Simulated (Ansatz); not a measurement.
**CH₆ClFSi₂: up Jacob's ladder to CCSD(T)**

Aim: compute CH₆ClFSi₂ with functionals from several rungs and with coupled cluster, and see how far each lands from CCSD(T) at the basis-set limit for the atomisation energy.

Computed with Ansatz 0.2.0, Gaussian basis. Level: functionals in def2-TZVPP, the program's frozen cores in correlated methods.

Plan: LDA (SPW92), PBE-D4, revPBE-D4, BLYP-D4, r2SCAN-D4, B97M-V, PBE0-D4, B3LYP-D4, r2SCANh-D4, r2SCAN0-D4, HSE06-D4, BHLYP-D4, CAM-B3LYP-D4, LC-ωPBE, ωB97X-V, ωB97M-V, B2PLYP, PBE-QIDH; CCSD(T)/def2-SVP; CCSD(T)/def2-TZVPP; MP2/def2-QZVPP; extrapolation to the limit; RPA on PBE.

**1. Structure used throughout**

The geometry comes from an earlier relaxation with PBE0-D4 in a triple-zeta def2 set; it is a stationary point, not always the lowest conformer.

SMILES `FC([SiH3])([SiH3])Cl`, 11 atoms, charge 0, spin multiplicity 1.

Atoms are counted from 1 here; the program's logs count them from 0.

Bond lengths: F1–C2 1.386 Å, C2–Si3 1.908 Å, C2–Si4 1.908 Å, C2–Cl5 1.796 Å, Si3–H6 1.481 Å, Si3–H7 1.483 Å, Si3–H8 1.485 Å, Si4–H9 1.485 Å, Si4–H10 1.483 Å, Si4–H11 1.481 Å. Angles: F1–C2–Si3 108.9°, F1–C2–Si4 108.9°, F1–C2–Cl5 108.1°, Si3–C2–Si4 116.8°, Si3–C2–Cl5 106.8°, Si4–C2–Cl5 106.8°, C2–Si3–H6 108.5°, C2–Si3–H7 107.8°, C2–Si3–H8 108.3°, H6–Si3–H7 111.3°, H6–Si3–H8 110.8°, H7–Si3–H8 110.0°, C2–Si4–H9 108.3°, C2–Si4–H10 107.8°, C2–Si4–H11 108.5°, H9–Si4–H10 110.0°, H9–Si4–H11 110.8°, H10–Si4–H11 111.3°.

**2. LDA**

This LDA is Slater exchange with PW92 correlation.

The input, in.yaml:

```yaml
crystal:
  periodic: [false, false, false]
  atoms:
    - {symbol: F, position_ang: [-1.645730, 0.964198, 0.105095]}
    - {symbol: C, position_ang: [-0.330241, 0.591563, -0.121495]}
    - {symbol: Si, position_ang: [0.514486, 0.250011, 1.555252]}
    - {symbol: Si, position_ang: [-0.298569, -0.820037, -1.405273]}
    - {symbol: Cl, position_ang: [0.526765, 1.986552, -0.861060]}
    - {symbol: H, position_ang: [0.441565, 1.480403, 2.377161]}
    - {symbol: H, position_ang: [1.920457, -0.134674, 1.284731]}
    - {symbol: H, position_ang: [-0.200304, -0.869993, 2.219252]}
    - {symbol: H, position_ang: [-1.042026, -1.977719, -0.845567]}
    - {symbol: H, position_ang: [1.118074, -1.190699, -1.636902]}
    - {symbol: H, position_ang: [-0.939178, -0.336805, -2.650594]}
basis:
  gaussian: {orbitals: def2-TZVPP}
hamiltonian: {xc: lda}
output: {orbitals: {seedname: orbitals}}
```

Command:

```
$ ansatz run in.yaml --threads 4 --pin off --events-out ev --progress --plain --max-ram 10444MiB
```

After this run come: PBE-D4 (GGA); revPBE-D4 (GGA); BLYP-D4 (GGA); r2SCAN-D4 (meta-GGA); B97M-V (meta-GGA); PBE0-D4 (hybrid); B3LYP-D4 (hybrid); r2SCANh-D4 (hybrid); r2SCAN0-D4 (hybrid); HSE06-D4 (hybrid); BHLYP-D4 (hybrid); CAM-B3LYP-D4 (range-separated); LC-ωPBE (range-separated); ωB97X-V (range-separated); ωB97M-V (range-separated); B2PLYP (double hybrid); PBE-QIDH (double hybrid); CCSD(T) in def2-SVP; CCSD(T) in def2-TZVPP; MP2 in def2-QZVPP; RPA on PBE orbitals.

**Question.** What will the summary of the whole plan be? Wanted: atomisation energy, CCSD(T)/CBS; farthest beyond LDA; mean size of error, GGA; mean size of error, meta-GGA; mean size of error, hybrid; mean size of error, range-separated; mean size of error, double hybrid; gap, smallest and largest; T1 diagnostic.

The runs gave:

| quantity | value |
| --- | --- |
| atomisation energy, CCSD(T)/CBS | 35.360 eV |
| functionals within 0.177 eV (0.5 %) | r2SCAN-D4, B97M-V, B3LYP-D4, CAM-B3LYP-D4, ωB97M-V |
| farthest beyond LDA | BHLYP-D4 (-0.954 eV) |
| mean size of error, GGA | 0.341 eV |
| mean size of error, meta-GGA | 0.032 eV |
| mean size of error, hybrid | 0.394 eV |
| mean size of error, range-separated | 0.203 eV |
| mean size of error, double hybrid | 0.559 eV |
| gap, smallest and largest | 5.14 eV (LDA (SPW92)), 12.46 eV (LC-ωPBE) |
| T1 diagnostic | 0.0124 |
| triples share of the correlation energy | 3.7 % |

What this shows: LDA overbinds by 4.820 eV (14 %). PBE-D4 is off by +0.199 eV. Double hybrids carry the basis error of their MP2 part in triple zeta, and no dispersion term here, so their miss is partly the set-up's. By mean error the best rung here is meta-GGA (0.032 eV) and the worst beyond LDA is double hybrid (0.559 eV). hybrid functionals lie within the reference's doubt of that worst mean (0.394 eV), so those two tie. Misses under about 0.177 eV are within the doubt on the reference itself, which lacks core-valence correlation, relativity and higher excitations. Hartree-Fock recovers 73 % of the binding; the rest is correlation. CCSD(T) in def2-SVP is off by -2.421 eV, worse than the median functional, from the basis alone. Orbital gaps span 5.1 to 12.5 eV; exact exchange widens them.
